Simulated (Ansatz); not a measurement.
**C3H10GeS: a ladder of functionals**

An exercise on one series of results from a longer session: the logs are not shown, and one member is left open.

Method: functionals in def2-TZVPP; program: Ansatz 0.2.0, Gaussian basis.

The runs, in order: LDA (SPW92), PBE-D4, revPBE-D4, BLYP-D4, r2SCAN-D4, B97M-V, PBE0-D4, B3LYP-D4, r2SCANh-D4.

### Structure used throughout

The geometry comes from an earlier relaxation with PBE0-D4 in a triple-zeta def2 set; it is a stationary point, not always the lowest conformer.

SMILES `C[S][GeH]([CH3])[CH3]`, 15 atoms, charge 0, spin multiplicity 1.

Atoms are counted from 1 here; the program's logs count them from 0.

Bond lengths: C1–S2 1.813 Å, C1–H6 1.090 Å, C1–H7 1.090 Å, C1–H8 1.091 Å, S2–Ge3 2.225 Å, Ge3–C4 1.948 Å, Ge3–C5 1.953 Å, Ge3–H9 1.547 Å, C4–H10 1.091 Å, C4–H11 1.090 Å, C4–H12 1.091 Å, C5–H13 1.091 Å, C5–H14 1.091 Å, C5–H15 1.092 Å. Angles: S2–C1–H6 111.6°, S2–C1–H7 106.9°, S2–C1–H8 111.2°, H6–C1–H7 108.5°, H6–C1–H8 109.8°, H7–C1–H8 108.7°, C1–S2–Ge3 99.9°, S2–Ge3–C4 106.1°, S2–Ge3–C5 110.4°, S2–Ge3–H9 107.7°, C4–Ge3–C5 111.7°, C4–Ge3–H9 111.4°, C5–Ge3–H9 109.4°, Ge3–C4–H10 110.1°, Ge3–C4–H11 110.4°, Ge3–C4–H12 110.0°, H10–C4–H11 108.8°, H10–C4–H12 108.7° and more.

The first run:

in.yaml

```yaml
crystal:
  periodic: [false, false, false]
  atoms:
    - {symbol: C, position_ang: [-2.268527, -1.244932, -0.382752]}
    - {symbol: S, position_ang: [-0.751145, -1.012355, -1.347726]}
    - {symbol: Ge, position_ang: [0.571669, -0.152563, 0.220811]}
    - {symbol: C, position_ang: [2.342903, -0.016767, -0.579009]}
    - {symbol: C, position_ang: [-0.097192, 1.591011, 0.793792]}
    - {symbol: H, position_ang: [-2.685103, -0.292475, -0.054450]}
    - {symbol: H, position_ang: [-2.990628, -1.731010, -1.038841]}
    - {symbol: H, position_ang: [-2.092700, -1.888245, 0.480193]}
    - {symbol: H, position_ang: [0.567909, -1.126310, 1.423538]}
    - {symbol: H, position_ang: [3.050712, 0.390469, 0.145134]}
    - {symbol: H, position_ang: [2.692318, -0.998801, -0.898238]}
    - {symbol: H, position_ang: [2.310859, 0.644421, -1.446147]}
    - {symbol: H, position_ang: [-1.104475, 1.504752, 1.203071]}
    - {symbol: H, position_ang: [-0.121710, 2.274420, -0.055974]}
    - {symbol: H, position_ang: [0.553311, 2.007487, 1.565799]}
basis:
  gaussian: {orbitals: def2-TZVPP}
hamiltonian: {xc: lda}
output: {orbitals: {seedname: orbitals}}
```

Started as:

```
ansatz run in.yaml --threads 2 --pin off --events-out ev --progress --plain --max-ram 31744MiB --backend cpu
```

Steps of the session up to this table: LDA; PBE-D4 (GGA); revPBE-D4 (GGA); BLYP-D4 (GGA); r2SCAN-D4 (meta-GGA); B97M-V (meta-GGA); B3LYP-D4 (hybrid); r2SCANh-D4 (hybrid).

One of the session's tables, all rows but one given; the rest of the session is left out.

| functional | HOMO (eV) | gap (eV) |
| --- | --- | --- |
| LDA (SPW92) | -5.36 | 4.80 |
| PBE-D4 | ? | ? |
| revPBE-D4 | -5.23 | 4.98 |
| BLYP-D4 | -5.12 | 4.86 |
| r2SCAN-D4 | -5.52 | 5.50 |
| B97M-V | -5.64 | 5.48 |
| PBE0-D4 | -6.48 | 7.01 |
| B3LYP-D4 | -6.25 | 6.52 |
| r2SCANh-D4 | -5.97 | 6.27 |

Q: Estimate the row for PBE-D4 from the others.

As computed: HOMO (eV): -5.27; gap (eV): 4.92. In the column «HOMO (eV)» it lies between LDA (SPW92) (-5.36) and revPBE-D4 (-5.23).
